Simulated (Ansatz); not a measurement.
# CHFNOSi radical: a ladder of functionals and wavefunction methods

Aim: compute CHFNOSi radical with functionals from several rungs and with coupled cluster, and see how far each lands from CCSD(T) at the basis-set limit for the atomisation energy.

Method: functionals in def2-TZVPP, the program's frozen cores in correlated methods; program: Ansatz 0.2.0, Gaussian basis.

The runs, in order: LDA (SPW92), PBE-D4, revPBE-D4, BLYP-D4, r2SCAN-D4, B97M-V, PBE0-D4, B3LYP-D4, r2SCANh-D4, r2SCAN0-D4, HSE06-D4, BHLYP-D4, CAM-B3LYP-D4, LC-ωPBE, ωB97X-V, ωB97M-V, B2PLYP, PBE-QIDH; CCSD(T)/def2-SVP; CCSD(T)/def2-TZVPP; MP2/def2-QZVPP; extrapolation to the limit; RPA on PBE.

### 1 Structure used throughout

The geometry comes from an earlier relaxation with PBE0-D4 in a triple-zeta def2 set; it is a stationary point.

6 atoms, charge 0, spin multiplicity 2.

Atoms are counted from 1 here; the program's logs count them from 0.

Bond lengths: O1–C2 1.161 Å, C2–N3 1.199 Å, N3–Si4 1.701 Å, Si4–F5 1.596 Å, Si4–H6 1.487 Å. Angles: O1–C2–N3 177.8°, C2–N3–Si4 156.1°, N3–Si4–F5 108.3°, N3–Si4–H6 108.0°, F5–Si4–H6 107.6°.

### 2 LDA

This LDA is Slater exchange with PW92 correlation.

The input, in.yaml:

```yaml
crystal:
  periodic: [false, false, false]
  atoms:
    - {symbol: O, position_ang: [-1.493158, 1.227263, 1.999140]}
    - {symbol: C, position_ang: [-0.906843, 0.754442, 1.115394]}
    - {symbol: N, position_ang: [-0.304021, 0.306303, 0.180835]}
    - {symbol: Si, position_ang: [0.439488, -0.903908, -0.755252]}
    - {symbol: F, position_ang: [1.995619, -0.925749, -0.399577]}
    - {symbol: H, position_ang: [0.310916, -0.522351, -2.186741]}
basis:
  gaussian: {orbitals: def2-TZVPP}
magnetization: {spin_polarized: true, initial_magnetization: 1}
hamiltonian: {xc: lda}
output: {orbitals: {seedname: orbitals}}
```

Started as:

```console
> ansatz run in.yaml --threads 4 --pin off --events-out ev --progress --plain --max-ram 10444MiB
```

Further steps of the session: PBE-D4 (GGA); revPBE-D4 (GGA); BLYP-D4 (GGA); r2SCAN-D4 (meta-GGA); B97M-V (meta-GGA); B3LYP-D4 (hybrid); r2SCANh-D4 (hybrid); r2SCAN0-D4 (hybrid); HSE06-D4 (hybrid); BHLYP-D4 (hybrid); CAM-B3LYP-D4 (range-separated); LC-ωPBE (range-separated); ωB97X-V (range-separated); ωB97M-V (range-separated); B2PLYP (double hybrid); PBE-QIDH (double hybrid); CCSD(T) in def2-SVP; CCSD(T) in def2-TZVPP; MP2 in def2-QZVPP; RPA on PBE orbitals.

**Question.** What will the summary of the whole plan be? Wanted: atomisation energy, CCSD(T)/CBS; farthest beyond LDA; mean size of error, GGA; mean size of error, meta-GGA; mean size of error, hybrid; mean size of error, range-separated; mean size of error, double hybrid; gap, smallest and largest; T1 diagnostic.

**Answer**, as computed:

| quantity | value |
| --- | --- |
| atomisation energy, CCSD(T)/CBS | 27.097 eV |
| functionals within 0.135 eV (0.5 %) | r2SCANh-D4, B2PLYP, PBE-QIDH |
| farthest beyond LDA | PBE-D4 (+1.570 eV) |
| mean size of error, GGA | 0.988 eV |
| mean size of error, meta-GGA | 0.412 eV |
| mean size of error, hybrid | 0.477 eV |
| mean size of error, range-separated | 0.290 eV |
| mean size of error, double hybrid | 0.090 eV |
| gap, smallest and largest | 1.25 eV (LDA (SPW92)), 8.86 eV (LC-ωPBE) |
| T1 diagnostic | 0.0169 |
| triples share of the correlation energy | 4.2 % |

In words: LDA overbinds by 5.390 eV (20 %). PBE-D4 misses by +1.570 eV. Double hybrids carry the basis error of their MP2 part in triple zeta, and no dispersion term here, so their miss is partly the set-up's. By mean error the best rung here is double hybrid (0.090 eV) and the worst beyond LDA is GGA (0.988 eV). Misses under about 0.135 eV are within the doubt on the reference itself, which lacks core-valence correlation, relativity and higher excitations. Hartree-Fock recovers 67 % of the binding; the rest is correlation. CCSD(T) in def2-SVP is off by -2.086 eV, so the small basis spoils what the method gains. The gap grows from 1.2 to 8.9 eV across the functionals, mostly with the share of exact exchange.
